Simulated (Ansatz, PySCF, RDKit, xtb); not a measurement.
**Which structure has the formula [SiAsH2]+?**

Given the formula [SiAsH2]+ (charge +1) and nothing else, which arrangement of the atoms is the most stable in the gas at 298.15 K, and what are its properties?

Plan: many cheap relaxations first (GFN2-xTB), then density-functional screening, relaxation at PBE0-D4/def2-TZVP, vibrations and a final energy. The numbers are computed, not measured.

7 further runs of the same task are left out: 7 set aside as unsound or not needed.

## Step 1: Drawing up candidates

A program enumerates the bonding patterns with one Lewis structure each (two rings at most, one unusual centre or charged pair), with their diastereomers. O–O, O–halogen and N–halogen bonds and N–N–N chains are not drawn. That gives 3 candidates.

| label | SMILES | spin |
| --- | --- | --- |
| c028 | [Si]=[AsH2+] | singlet |
| c239 | [SiH]#[AsH+] | singlet |
| c376 | [Si]=[AsH2+] | triplet |

Candidates are built by distance geometry, with a force field where one applies, in up to four conformers (letters a to d). 6 starts with atoms placed at random are added, to find patterns that the rules miss.

**Question.** With final energies at CCSD(T)/def2-TZVPP, which structure will this search put lowest in free energy, and by what margin?

| quantity | value |
| --- | --- |
| lowest structure found | [Si]=[AsH2+], singlet, Cs |
| next finalist | [H]1[SiH][As]1 ‡, singlet, 6.5 kcal/mol higher in G |
| share at equilibrium, among the finalists | 100.0 % |
| harmonic wavenumbers, lowest and highest (PBE0-D4/def2-TZVP) | 458 and 1846 cm⁻¹ |
| rotational constants, same geometry | 4.676, 0.16, 0.1592 cm⁻¹ |
| HOMO energy (PBE0/def2-TZVPD) | -13.16 eV |
| LUMO energy (PBE0/def2-TZVPD) | -8.58 eV |
| HOMO–LUMO gap (PBE0/def2-TZVPD) | 4.58 eV |
| lowest excitation (TD-CAM-B3LYP/def2-SVPD) | 3.17 eV (f = 0.003) |
| strongest of the states computed, same level | 7.15 eV (f = 0.120) |
| lowest triplet excitation, same level, Tamm-Dancoff | 2.36 eV |
| vertical ionisation energy | 15.45 eV |
| vertical recombination energy (electron added) | 6.55 eV |
| vertical triplet less singlet | +2.27 eV |

The lowest structure found is `[Si]=[AsH2+]`. The margin of 6.5 kcal/mol over the next finalist is beyond the usual error of the last level; it says nothing of structures that weren't ranked. PBE0-D4/def2-TZVP and MP2/def2-TZVPP already put its bonding pattern lowest among the structures in one piece; HF/def2-TZVPP favours the triplet [SiH2][As] ‡. Lowest found is not proven lowest: the search is finite, and each finalist counts with one conformer.

‡ marks the bonded skeleton alone, with all bonds drawn single: no Lewis structure was assigned that passes a check against the bond lengths.
